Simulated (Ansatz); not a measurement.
# CH6OSi: the cost of one run

Program: Ansatz 0.2.0, Gaussian basis. Level of theory: PBE0-D4/def2-TZVP structures, single points in def2-TZVPP, no counterpoise correction. These are calculated values, not measurements.

Levels: SPW92, PBE-D4, BLYP-D4, r2SCAN-D4, B97M-V, PBE0-D4, B3LYP-D4, r2SCAN0-D4, BHLYP-D4, CAM-B3LYP-D4, wB97X-V, wB97M-V, B2PLYP, PBE-QIDH, RPA on PBE, Hartree-Fock, MP2, CCSD, CCSD(T).

Correlated methods freeze the cores. B3LYP uses VWN-RPA correlation. B2PLYP carries no dispersion term here.

94 further runs of the same task are left out: 94 set aside as unsound or not needed. Runs told in other sessions of the task aren't counted.

## (1) Where the work starts

The complex: 14 atoms, charge 0, spin multiplicity 1.

Atoms are counted from 1 here; the program's logs count them from 0.

Bond lengths: Si1–H3 1.485 Å, Si1–H4 1.492 Å, Si1–C5 1.862 Å, Si1–O7 1.651 Å, Si2–H6 1.484 Å, Si2–H8 1.484 Å, Si2–H9 1.486 Å, Si2–H10 1.486 Å, C5–H11 1.094 Å, C5–H12 1.093 Å, C5–H13 1.092 Å, O7–H14 0.957 Å. Angles: H3–Si1–H4 109.0°, H3–Si1–C5 110.6°, H3–Si1–O7 104.9°, H4–Si1–C5 109.0°, H4–Si1–O7 110.4°, C5–Si1–O7 112.8°, H6–Si2–H8 109.9°, H6–Si2–H9 109.4°, H6–Si2–H10 109.4°, H8–Si2–H9 109.6°, H8–Si2–H10 109.4°, H9–Si2–H10 109.0°, Si1–C5–H11 110.2°, Si1–C5–H12 111.4°, Si1–C5–H13 111.0°, H11–C5–H12 107.7°, H11–C5–H13 108.1°, H12–C5–H13 108.3° and more.

As a file:

```xyz
14
charge 0, multiplicity 1
Si    0.6980   -1.3799   -0.1404
Si   -0.7345    2.0667    1.4446
H     0.1866   -0.9408    1.1823
H     0.9394   -2.8517   -0.1036
C    -0.5382   -1.0012   -1.4804
H     0.3682    1.9911    0.4541
O     2.1218   -0.5676   -0.3365
H    -0.2705    1.5521    2.7564
H    -1.8832    1.2535    0.9689
H    -1.1695    3.4795    1.5938
H    -1.4832   -1.5131   -1.2770
H    -0.1820   -1.3358   -2.4583
H    -0.7380    0.0712   -1.5369
H     2.6849   -0.8239   -1.0672
```

Its parts: CH6OSi holds atoms 1, 3, 4, 5, 7, 11, 12, 13, 14; SiH4 holds atoms 2, 6, 8, 9, 10. Each part counts its atoms afresh in its own runs.

## (2) Relaxing CH6OSi alone

The input, relax-a/in.yaml:

```yaml
crystal:
  periodic: [false, false, false]
  atoms:
    - {symbol: Si, position_ang: [0.698047, -1.379855, -0.140394]}
    - {symbol: H, position_ang: [0.186643, -0.940814, 1.182293]}
    - {symbol: H, position_ang: [0.939420, -2.851733, -0.103560]}
    - {symbol: C, position_ang: [-0.538176, -1.001156, -1.480410]}
    - {symbol: O, position_ang: [2.121826, -0.567607, -0.336533]}
    - {symbol: H, position_ang: [-1.483230, -1.513105, -1.276965]}
    - {symbol: H, position_ang: [-0.181990, -1.335788, -2.458256]}
    - {symbol: H, position_ang: [-0.737983, 0.071213, -1.536901]}
    - {symbol: H, position_ang: [2.684936, -0.823944, -1.067167]}
basis:
  gaussian: {orbitals: def2-TZVP}
hamiltonian: {xc: pbe0, dispersion: d4}
relax: {f_tol: 0.005, max_steps: 200}
```

The run is started by

```
ansatz run in.yaml --threads 8 --pin off --events-out ev --progress --plain --max-ram 19148MiB
```

**Question.** How long does this run take on 8 threads of Arm Neoverse V2, shared host?

About 2.6 s.
